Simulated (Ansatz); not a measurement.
# Y: the cost of one run

Computed with Ansatz 0.2.0 through its Python package. Level of theory: DFT r2SCAN, plane waves, PAW.

This is Y in the fcc structure; at room conditions it is hcp.

## (1) Starting point

Y Fm-3m: The structure is cubic, space group Fm-3m (No. 225). The conventional cell has a = 5.090 Å, b = 5.090 Å, c = 5.090 Å, α = 90.00°, β = 90.00°, γ = 90.00°. Around Y (site symmetry m-3m) lie 12 Y at 3.60 Å.

Sc Fm-3m: It takes space group Fm-3m (No. 225, cubic). Conventional cell: a = 4.640 Å, b = 4.640 Å, c = 4.640 Å, α = 90.00°, β = 90.00°, γ = 90.00°. Sc (site symmetry m-3m) has 12 Sc at 3.28 Å as nearest neighbours.

Y5Sc3 I4/mmm: The structure is tetragonal, space group I4/mmm (No. 139). The conventional cell has a = 6.960 Å, b = 6.960 Å, c = 9.842 Å, α = 90.00°, β = 90.00°, γ = 90.00°. Sc (site symmetry mmm) has 10 Y at 3.48 Å and 2 Sc at 3.48 Å as nearest neighbours. Sc (site symmetry 4/mmm) is surrounded by 8 Y at 3.48 Å and 4 Sc at 3.48 Å. Around Y (site symmetry 2/m) lie 6 Y at 3.48 Å and 6 Sc at 3.48 Å. Only part of the 4 independent sites is listed.

No structure file is read: the coordinates are typed or built in the script.

## (2) Script

run_random_alloy.py

```python
'''Random Y-Sc cells of 8 mixed sites, after relaxing atoms and volume at fixed cell shape.'''

from collections import Counter
import warnings

import ansatz as az
import numpy as np


def fcc(A, a):
    return (
        az.Lattice.fcc(a)
        .space_group(225)
        .atom(A, (0, 0, 0))
        .primitive()
    )

A_FIRST, A_LAST = 5.09, 4.64


def run_phase(name, crystal):
    calc = (
        crystal.calculation()
        .basis(500)
        .functional(az.Functional.R2SCAN)
        .kpoints(spacing=0.33)
        .occupations('fermi_dirac', width=0.05)
        .band_table()
    )
    calc = calc.relax(force_tolerance=0.01, fix_cell=['shape'])
    return calc.run(threads=1, backend='cpu')


def volume_per_atom(outcome):
    return abs(np.linalg.det(outcome.lattice.cell_ang)) / len(outcome.lattice.sites)


def counts(outcome):
    return Counter(site.symbol for site in outcome.lattice.sites)

warnings.simplefilter('ignore', az.DeckWarning)

phases = {'Y': fcc('Y', A_FIRST), 'Sc': fcc('Sc', A_LAST)}
for k in [3]:
    a = A_FIRST + (A_LAST - A_FIRST) * k / 8
    supercell = fcc('Y', a).supercell(2).resolved()
    for seed in [1, 96]:
        drawn = supercell.site_disorder().occupy('Y', Y=8 - k, Sc=k).random(seed=seed)
        phases[f'Y{8 - k}Sc{k} seed {seed}'] = drawn.crystal

done = {name: run_phase(name, crystal) for name, crystal in phases.items()}

# mixing quantities against the straight line between the end members, both on this lattice
x = {name: counts(o)['Sc'] / (counts(o)['Y'] + counts(o)['Sc']) for name, o in done.items()}
first, last = min(x, key=x.get), max(x, key=x.get)
energy = {name: o.report['energy_sigma0_ev'] / len(o.lattice.sites) for name, o in done.items()}
volume = {name: volume_per_atom(o) for name, o in done.items()}
rows = []
for name in sorted(done, key=x.get):
    line = lambda table: (1 - x[name]) * table[first] + x[name] * table[last]
    rows.append((name, x[name], 1000 * (energy[name] - line(energy)), volume[name], 100 * (volume[name] / line(volume) - 1)))
print('      cell       x(Sc)  E_mix (meV/atom)  V (A^3/atom)  excess V (%)')
for row in rows:
    print(f'{str(row[0]):>10}  {row[1]:10.3f}  {row[2]:+16.1f}  {row[3]:12.3f}  {row[4]:+12.2f}')
```

## (3) Running it

Run with:

```bash
$ python run_random_alloy.py
```

Q: Estimate wall time and peak memory on 1 thread of Intel Xeon 6975P-C (Granite Rapids), shared host.

About 84 s, with a peak of 1.4 GiB.
